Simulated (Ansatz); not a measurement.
Consider a scan of the Hubbard U of BaMnO₃, space group Pm-3m (the Python package of Ansatz (0.2.0)).

Script `bamno3.py`:
```python
'''How the states of BaMnO3 follow the Hubbard U.'''

import warnings

import ansatz as az
import numpy as np


def count_gap(report):
    # lowest empty less highest filled band, counting bands; zero where they overlap
    return max(report.get('gap_by_band_count_ev') or 0.0, 0.0)

warnings.simplefilter('ignore', az.DeckWarning)

cell = (
    az.Lattice.cubic(4.03331)
    .space_group(221)
    .atom('Ba', [0.5, 0.5, 0.5])
    .atom('Mn', [0.0, 0.0, 0.0])
    .atom('O', [0.5, 0.0, 0.0])
    .moments(Mn=4)
)

job = (
    cell.calculation()
    .functional('lda')
    .basis(19 * az.Ha)
    .kpoints(spacing=0.32)
    .occupations('fermi_dirac')
    .spin('collinear')
    .band_table()
)
rows = []
for u in [0.0, 1.5, 3.0, 4.5, 6.0]:
    r = job.hubbard('Mn', 'd', u_eff=u).run(threads=1, pin='off').report
    shell = r['hubbard']['n_scf']
    rows.append((u, count_gap(r), sum(shell) / len(shell), max(abs(m) for m in r['site_moments_mub']), r['n_iterations']))
for row in rows:
    print('; '.join(f'{name} = {round(v, 4) if isinstance(v, float) else v}' for name, v in zip(['U_eff eV', 'gap by band count eV', 'Mn d occupation (projector)', 'largest moment muB', 'iterations'], row)))
```

What does raising U do here?

From U = 0 to 6 eV the largest site moment goes from 2.60 to 3.51 μB.

The output:

`python bamno3.py` gives:
```text
U_eff eV = 0.0; gap by band count eV = 0.0; Mn d occupation (projector) = 5.1826; largest moment muB = 2.5974; iterations = 12
U_eff eV = 1.5; gap by band count eV = 0.0; Mn d occupation (projector) = 5.137; largest moment muB = 2.8769; iterations = 19
U_eff eV = 3.0; gap by band count eV = 0.0; Mn d occupation (projector) = 5.097; largest moment muB = 3.1644; iterations = 23
U_eff eV = 4.5; gap by band count eV = 0.0; Mn d occupation (projector) = 5.0681; largest moment muB = 3.3654; iterations = 16
U_eff eV = 6.0; gap by band count eV = 0.0; Mn d occupation (projector) = 5.0483; largest moment muB = 3.5144; iterations = 17
```

The magnetic order follows from the starting moments and needn't be the lowest. For a metal this k-point mesh is coarse: on a finer one energies can move by several to tens of meV an atom and pressures by half a GPa or more, differences at one mesh by less. A gap by band count of zero or less means overlapping bands, a metal. With one magnetic atom the cell can hold only ferromagnetic order. The structure comes from a database of computed cells and needn't be a stable or known phase. Levels are Kohn-Sham eigenvalues on this mesh, without spin-orbit coupling. Shell occupations and the effect of U depend on the projectors; a run with no .spin step is spin-unpolarised, and each U may end in a state that isn't the lowest. The script silences the warnings on its input, which a real study should read. Hardware and time: 2.6 min on 1 thread of Arm Neoverse V1, on a shared host, peak memory 0.62 GiB.

(A comment or docstring line of the script was reworded after the run, the code is as it ran; lines on the test bed's own set-up are left out of the output.)
